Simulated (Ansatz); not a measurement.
# In3Se: how settings move the results

An exercise on one series of results from a longer session: the logs are not shown, and one member is left open.

Computed with Ansatz 0.2.0 (DFT PBE, scalar-relativistic, plane waves, PAW for the base; runs at other levels say so in their headings and inputs, unless a step's input says otherwise).

1 further run of the same task is left out (set aside as unsound or not needed).

**Starting point**

The structure is cubic, space group Pm-3m (No. 221). The conventional cell has a = 4.804 Å, b = 4.804 Å, c = 4.804 Å, α = 90.00°, β = 90.00°, γ = 90.00°. In (site symmetry 4/mmm) has 8 In at 3.40 Å and 4 Se at 3.40 Å as nearest neighbours. Se (site symmetry m-3m) is surrounded by 12 In at 3.40 Å.

Coordinates:

```cif
data_structure
_symmetry_space_group_name_H-M 'P 1'
_symmetry_Int_Tables_number 1
_cell_length_a 4.8038
_cell_length_b 4.8038
_cell_length_c 4.8038
_cell_angle_alpha 90.000
_cell_angle_beta 90.000
_cell_angle_gamma 90.000
_cell_volume 110.85
loop_
_atom_site_label
_atom_site_type_symbol
_atom_site_fract_x
_atom_site_fract_y
_atom_site_fract_z
_atom_site_occupancy
In1 In 0.00000 0.50000 0.50000 1
In2 In 0.50000 0.00000 0.50000 1
In3 In 0.50000 0.50000 0.00000 1
Se1 Se 0.00000 0.00000 0.00000 1
```

Source of the structure: the Materials Project (structure only). It is taken as it stands there.

**The base run, which the others are set against**

input.yaml

```yaml
crystal:
  lattice:
    - [4.803758, 0.0, 0.0]
    - [0.0, 4.803758, 0.0]
    - [0.0, 0.0, 4.803758]
  atoms:
    - { symbol: In, position: [0.0, 0.5, 0.5] }
    - { symbol: In, position: [0.5, 0.0, 0.5] }
    - { symbol: In, position: [0.5, 0.5, 0.0] }
    - { symbol: Se, position: [0.0, 0.0, 0.0] }
basis:
  ecutwfc: 420
kpoints:
  mp_grid: { grid: [10, 10, 10] }
hamiltonian:
  xc: pbe
scf:
  occupations: { method: gaussian, width: 0.1 }
output:
  forces: true
  stress: true
  eigenvalues: true
  populations: true
  write_density: true
  write_potential: true
  elf: true
  volumetric_format: npy
```

It was run beforehand and gave: -5565.7775 eV/atom at zero smearing, pressure -0.32 GPa, largest force 0.000 eV/Å, no gap on the mesh, in 7 SCF cycles and 17 s.

Set-up of the first run:

input.yaml

```yaml
crystal:
  lattice:
    - [4.803758, 0.0, 0.0]
    - [0.0, 4.803758, 0.0]
    - [0.0, 0.0, 4.803758]
  atoms:
    - { symbol: In, position: [0.0, 0.5, 0.5] }
    - { symbol: In, position: [0.5, 0.0, 0.5] }
    - { symbol: In, position: [0.5, 0.5, 0.0] }
    - { symbol: Se, position: [0.0, 0.0, 0.0] }
basis:
  ecutwfc: 420
kpoints:
  mp_grid: { grid: [10, 10, 10] }
hamiltonian:
  xc: lda
scf:
  occupations: { method: gaussian, width: 0.1 }
output:
  forces: true
  stress: true
  eigenvalues: true
relax:
  adjacent_minimum: "off"
  f_tol: 0.01
  max_steps: 60
  cell: { stress_tol: 0.05 }
```

Command:

```sh
$ ansatz run input.yaml --threads 1 --pin off --max-ram 2560MiB --backend cpu --events-out ev --progress --plain --runs-dir out
```

Steps of the session up to this table: Relaxing with functional LDA; Relaxing with functional PBEsol; Relaxing with functional PBE; Relaxing with functional r2SCAN.

One table of the session follows, with a row left open; its other results are not shown here.

It belongs to the step «What the functional of a full relaxation changes». 

| functional | a (Å) | volume (Å³/atom) |
| --- | --- | --- |
| LDA | 4.612 | 24.52 |
| PBEsol | 4.668 | 25.44 |
| PBE | ? | ? |
| r2SCAN | 4.743 | 26.68 |

**Question.** Estimate the row for PBE.

The run gave: a (Å): 4.790; volume (Å³/atom): 27.48. In the column «a (Å)» it is the highest.

Caveats from the session: The final runs have no spin polarisation, so no magnetic state was tried and one may lie lower.
